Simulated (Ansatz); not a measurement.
# Cl₂H₂NSSi radical: basis-set convergence

An exercise on one series of results from a longer session: the logs are not shown, and one member is left open.

Method: one geometry, several basis sets; program: Ansatz 0.2.0, Gaussian basis.

Plan: PBE0-D4/def2-SVP; ωB97M-V/def2-SVP; PBE0-D4/def2-QZVPP; ωB97M-V/def2-QZVPP; the functionals' def2-TZVPP values are taken from earlier runs.

## The relaxed structure

All runs share one geometry, relaxed beforehand with PBE0-D4 in a triple-zeta def2 set.

SMILES `N[Si]([S])(Cl)Cl`, 7 atoms, charge 0, spin multiplicity 2.

Atoms are counted from 1 here; the program's logs count them from 0.

Bond lengths: N1–Si2 1.699 Å, N1–H6 1.007 Å, N1–H7 1.007 Å, Si2–S3 2.088 Å, Si2–Cl4 2.039 Å, Si2–Cl5 2.039 Å. Angles: Si2–N1–H6 121.4°, Si2–N1–H7 121.4°, H6–N1–H7 113.4°, N1–Si2–S3 106.5°, N1–Si2–Cl4 108.9°, N1–Si2–Cl5 108.5°, S3–Si2–Cl4 112.0°, S3–Si2–Cl5 112.2°, Cl4–Si2–Cl5 108.5°.

The first run:

The input, in.yaml:

```yaml
crystal:
  periodic: [false, false, false]
  atoms:
    - {symbol: N, position_ang: [-0.130849, 1.024164, 0.322038]}
    - {symbol: Si, position_ang: [0.062546, -0.559099, -0.261732]}
    - {symbol: S, position_ang: [0.665672, -1.722834, 1.363801]}
    - {symbol: Cl, position_ang: [-1.709602, -1.196382, -1.042108]}
    - {symbol: Cl, position_ang: [1.454431, -0.535401, -1.750953]}
    - {symbol: H, position_ang: [0.660268, 1.630381, 0.466152]}
    - {symbol: H, position_ang: [-0.941165, 1.291171, 0.857103]}
basis:
  gaussian: {orbitals: def2-SVP}
magnetization: {spin_polarized: true, initial_magnetization: 1}
hamiltonian: {xc: pbe0, dispersion: d4}
output: {orbitals: {seedname: orbitals}}
```

Run with:

```bash
$ ansatz run in.yaml --threads 4 --pin off --events-out ev --progress --plain --max-ram 10444MiB
```

Among the steps run: PBE0-D4 in def2-SVP; ωB97M-V in def2-SVP; PBE0-D4 in def2-QZVPP; ωB97M-V in def2-QZVPP.

One of the session's tables, all rows but one given; the rest of the session is left out.

It belongs to the step «Density functionals: the series». 

```
functional       basis  HOMO (eV)  LUMO (eV)
   PBE0-D4    def2-SVP      -7.40      -4.61
   PBE0-D4  def2-TZVPP      -7.57      -4.69
   PBE0-D4  def2-QZVPP      -7.62      -4.73
   ωB97M-V    def2-SVP          ?          ?
   ωB97M-V  def2-TZVPP      -9.81      -2.75
   ωB97M-V  def2-QZVPP      -9.87      -2.82
```

Estimate the missing values for ωB97M-V, def2-SVP.

As computed: HOMO (eV): -9.62; LUMO (eV): -2.59. In the column «HOMO (eV)» it lies between ωB97M-V, def2-TZVPP (-9.81) and PBE0-D4, def2-QZVPP (-7.62).
